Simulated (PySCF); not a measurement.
# C8H17N2: the cost of one run

Computed with PySCF 2.14.0 and routines of our own; the level stands in each step. Atoms count from 0.

## 1. The system as given

27 atoms, charge 1, multiplicity 1; geometry from: GFN2-xTB.

## 2. Relaxing the molecule at PBE0-D3(BJ)/def2-SVP

Job settings and geometry (Å):

```
{"job": {"xc": "PBE0", "basis": "def2-SVP", "d3": "d3bj", "grid": 2, "kind": "geom"}, "charge": 1, "multiplicity": 1}
C     -3.860732     0.832092     0.383059
N     -2.639138     0.156750     0.030087
C     -2.490872    -0.246969    -1.344646
C     -1.623171     0.026381     0.894330
C     -0.436067    -0.507917     0.659574
C      0.732251    -1.024265     0.493245
N      1.953960    -0.223215     0.113960
C      2.451981    -0.727984    -1.176376
C      1.627523     1.204846    -0.002158
C      2.975520    -0.417117     1.156521
H     -3.970562     1.757561    -0.189706
H     -3.868435     1.075424     1.442719
H     -4.718409     0.191313     0.166852
H     -3.448750    -0.596570    -1.727510
H     -1.770188    -1.061276    -1.409376
H     -2.152626     0.582906    -1.974172
H     -1.818949     0.358617     1.907626
H      0.987473    -2.068315     0.605058
H      3.353730    -0.192997    -1.470936
H      1.691053    -0.591685    -1.943163
H      2.682627    -1.789449    -1.100209
H      1.259868     1.577318     0.952157
H      2.511953     1.768949    -0.292350
H      0.850525     1.345192    -0.751192
H      2.592448    -0.072511     2.115768
H      3.229227    -1.472399     1.243184
H      3.877865     0.141744     0.911483
```

The run is started by

```bash
$ OMP_NUM_THREADS=1 python excited_run.py task.json out
```

One launch serves the whole session: the jobs run in the order shown.

**Question.** How long does this first job take on 1 thread of Arm Neoverse V2, shared host, and how much memory does it need?

About 4.1 min, with a peak of 1.1 GiB.
